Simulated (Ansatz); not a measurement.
# ZrCl (doublet): wave-function methods side by side, def2-QZVPP

One table from this session's results is given with a row withheld; the runs are named, their logs left out.

Method: def2-QZVPP, core rule «outside noble gas», up to 9 orbitals frozen; program: Ansatz 0.2.0, Gaussian basis.

To be run: UHF; ROHF; CCSD(T) on UHF.

2 further runs of the same task are left out: 2 set aside as unsound or not needed.

## The system

The geometry is a PBE0/def2-TZVP stationary point (not a proven minimum). No spin-orbit coupling is included. Elements past krypton take def2 core potentials.

2 atoms, charge 0, spin multiplicity 2.

Atoms are counted from 1 here; the program's logs count them from 0.

Bond lengths: Zr1–Cl2 2.304 Å.

Set-up of the first run:

The input, in.yaml:

```yaml
crystal:
  periodic: [false, false, false]
  atoms:
    - {symbol: Zr, position_ang: [0.000000, 0.000000, 0.000000]}
    - {symbol: Cl, position_ang: [0.000000, 0.000000, 2.304496]}
basis:
  gaussian: {orbitals: "def2-QZVPP.json"}
magnetization: {spin_polarized: true, initial_magnetization: 1}
hamiltonian: {xc: hf}
output: {orbitals: {seedname: orbitals}}
```

Run with:

```
$ ansatz run in.yaml --threads 1 --pin off --events-out ev --progress --plain --max-ram 3968MiB --backend cpu
```

Steps of the session up to this table: UHF; ROHF; CCSD(T) on UHF.

One of the session's tables, all rows but one given; the rest of the session is left out.

```
  method  from UCCSD(T) (kcal/mol)
    ROHF                   +204.29
     UHF                   +193.04
    UMP2                         ?
   UCCSD                    +10.18
UCCSD(T)                         0
```

**Question.** Estimate the row for UMP2.

**Answer.** from UCCSD(T) (kcal/mol): +28.41. In the column «from UCCSD(T) (kcal/mol)» it lies between UCCSD (+10.18) and UHF (+193.04).

Limits of these values: The determinant is far from a pure spin state, so its energy mixes those of several spin states (harmless only where they are near-degenerate, as at dissociation).
